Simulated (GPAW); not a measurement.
**ErH in GPAW: convergence with smearing width (eV)**

Input of the first run (smearing width (eV) 0.5); the others differ in this setting and in those tied to it:

run.py

```python
from ase.dft.bandgap import bandgap
from ase.io import read, write
from ase.units import GPa
from gpaw import GPAW, PW

atoms = read('POSCAR')
atoms.set_initial_magnetic_moments([3.0, 0.0])

calc = GPAW(mode=PW(800),
            xc='MGGA_X_R2SCAN+MGGA_C_R2SCAN',
            kpts={'size': (7, 7, 7), 'gamma': True},
            occupations={'name': 'fermi-dirac', 'width': 0.5},
            nbands=25,
            convergence={'density': 1e-05, 'energy': 1e-05},
            maxiter=100,
            txt='gpaw.txt')
atoms.calc = calc
energy = atoms.get_potential_energy()
forces = atoms.get_forces()
stress = atoms.get_stress()
calc.write('gs.gpw')
write('result.traj', atoms)
print(f'Energy: {energy:.6f} eV')
print('Forces (eV/A):')
print(forces.round(4))
print('Stress (GPa):', (stress / GPa).round(3))
print('Moments:', calc.get_magnetic_moments().round(3))
print('Fermi level:', round(calc.get_fermi_level(), 4), 'eV')
print(f'Gap: {bandgap(calc)[0]:.4f} eV, direct: {bandgap(calc, direct=True)[0]:.4f} eV')
```

The input POSCAR:

```
ErH
1.0
    0.0000000000      2.4358500000      2.4358500000
    2.4358500000      0.0000000000      2.4358500000
    2.4358500000      2.4358500000      0.0000000000
Er H
1 1
Direct
    0.0000000000      0.0000000000      0.0000000000
    0.5000000000      0.5000000000      0.5000000000
```

Potentials or basis: GPAW PAW data sets (gpaw-data 1.2.1), pw.

Run with:

```sh
$ OMP_NUM_THREADS=1 python run.py
```

The cell comes from a database or a generator and needn't be the stable form of this composition.

Hardware: 1 thread of Arm Neoverse V1, on a shared host.

```csv
smearing width (eV),"energy less the tightest run, at zero smearing (meV/atom)",pressure (GPa),largest site moment (μB),SCF cycles,CPU time (s),peak memory (GiB)
0.5,-354.79,4.20,2.48,18,200,0.96
0.3,-164.70,2.59,2.48,18,210,0.96
0.2,-75.75,1.82,2.45,19,220,0.96
0.15,-35.06,1.43,2.45,22,250,0.96
0.1,-13.77,1.10,2.45,26,290,0.96
0.05,0.00,0.94,2.46,31,350,0.96
0.025,timed out after 290 s,-,-,-,-,-
```

Against the tightest run, the largest site moment stays within 0.02 μB from 0.5 on. Not settled before the last step: the energy (to 1 meV/atom), the pressure (to 0.1 GPa). Narrower smearing needs a denser k mesh, so at a fixed mesh the narrowest width isn't the most accurate. The tightest run that finished is the yardstick and may itself not be fully converged.

Caveat, for the tightest run too: one-centre terms of the f shell are cut off; the magnetic or orbital state may not be the lowest; the PAW data sets were made with another functional, which shifts forces and pressure a little; spin-orbit coupling is left out, which moves the levels of the heavy elements; without U or exact exchange the open f shell lies at the Fermi level, which spoils levels, moments and volumes. The state reached can hang on the start; a lower one may exist.
